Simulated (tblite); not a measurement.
# C9H12N2: the cost of one run

The runs use tblite 0.8.0 and PySCF 2.14.0, with density-fitted response routines of our own; the level of theory stands in each step. All values are computed, except where a source is named. Atoms are numbered from 0 throughout.

### Step 1. The starting structure

23 atoms, charge 0, multiplicity 1; geometry from: force field or distance geometry start.

Bonds of the start (Å): C0–C1 1.34, C1–C2 1.48, C2–N3 1.43, N3–N4 1.36, N4–C5 1.32, C5–C6 1.37, C6–C7 1.40, C7–C8 1.47, C8–C9 1.52, C9–C10 1.54, C7–N3 1.34, C10–C8 1.49, C0–H11 1.09, C0–H12 1.09, C1–H13 1.10, C2–H14 1.11, C2–H15 1.10, C5–H16 1.08, C6–H17 1.10, C8–H18 1.13, C9–H19 1.10, C9–H20 1.12, C10–H21 1.08, C10–H22 1.13.

### Step 2. Relaxing the molecule with GFN2-xTB

Job settings and geometry (Å):

```
{"job": {"kind": "relax", "xc": "GFN2-xTB", "basis": "xTB"}, "charge": 0, "multiplicity": 1}
C      2.734600     0.924700     0.230700
C      2.413300     0.499500    -0.999000
C      1.332600    -0.479700    -1.224500
N      0.645200    -0.884400    -0.043500
N      1.050200    -1.956700     0.687200
C      0.222100    -2.067700     1.710100
C     -0.727800    -1.078400     1.686700
C     -0.426000    -0.327600     0.548000
C     -1.236300     0.831800     0.152000
C     -2.728900     0.564100     0.010600
C     -1.869300     1.007500    -1.182200
H      2.198600     0.598400     1.121700
H      3.549500     1.649200     0.315500
H      2.974800     0.844600    -1.882300
H      0.602900     0.008600    -1.911300
H      1.809400    -1.367700    -1.673800
H      0.306400    -2.834000     2.471800
H     -1.548900    -0.899200     2.389900
H     -0.949400     1.785300     0.692700
H     -3.372700     1.297700     0.514300
H     -3.071100    -0.492000    -0.111100
H     -1.747100     0.340400    -2.024000
H     -2.166900     2.062600    -1.469000
```

On the command line:

```sh
> OMP_NUM_THREADS=1 python probes_run.py task.json out
```

The driver reads the jobs from task.json and runs them one after another.

**Question.** How long does this first job take on 1 thread of Arm Neoverse V1, shared host?

About 1.8 s.
